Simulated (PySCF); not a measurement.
# BeB+: from the state search to spectroscopic constants

The task here is to estimate one member of a computed series from the others.

Computed with PySCF 2.14.0. Level: Be def2-TZVP, B def2-TZVP, no relativity.

Set-up of the first run:

The job is set up so:

| Quantity | Value |
| --- | --- |
| atoms | Be, B |
| charge | 1 |
| basis | Be def2-TZVP, B def2-TZVP |
| Hamiltonian | no relativity |
| basis functions | 50 |
| electrons treated | 8 |
| masses in u | 9.0122, 11.0093 |
| levels | PBE0, PBE, r²SCAN, TPSS, revPBE, M06-L, ωB97X, HF, MP2, SCS-MP2, CCSD, CCSD(T) |
| grid | 80 radial by 434 angular points |
| occupations | held fixed by the projection of orbital angular momentum |
| dissociation limit | Be + B+, each in its ground configuration |
| starting distance in angstrom | 1.875 |
| values of 2S to try | 0, 2 |

Started as:

```
$ OMP_NUM_THREADS=1 python dia.py task.json out
```

Steps of the session up to this table: Set-up; PBE0 along the bond; Higher solutions at PBE0; PBE; r²SCAN (meta-GGA); TPSS; revPBE; M06-L; ωB97X; RHF; MP2 and coupled cluster.

One of the session's tables, all rows but one given; the rest of the session is left out.

```
      level  Re (Å)  ωe (cm⁻¹)  De (eV)
        RHF   2.284        420     1.29
    RHF-MP2   2.222        474     1.72
RHF-SCS-MP2   2.230        465     1.66
   RHF-CCSD   2.229        466     1.52
RHF-CCSD(T)       ?          ?        ?
        PBE   2.217        466     2.40
     revPBE   2.234        457     2.29
       TPSS   2.208        467     2.32
     r²SCAN   2.230        468     2.31
      M06-L   2.190        516     2.34
       PBE0   2.219        473     2.17
      ωB97X   2.223        480     1.93
```

**Question.** Estimate the row for RHF-CCSD(T).

As computed: Re (Å): 2.219; ωe (cm⁻¹): 471; De (eV): 1.64.

De is counted to Be + B+ in their ground configurations.
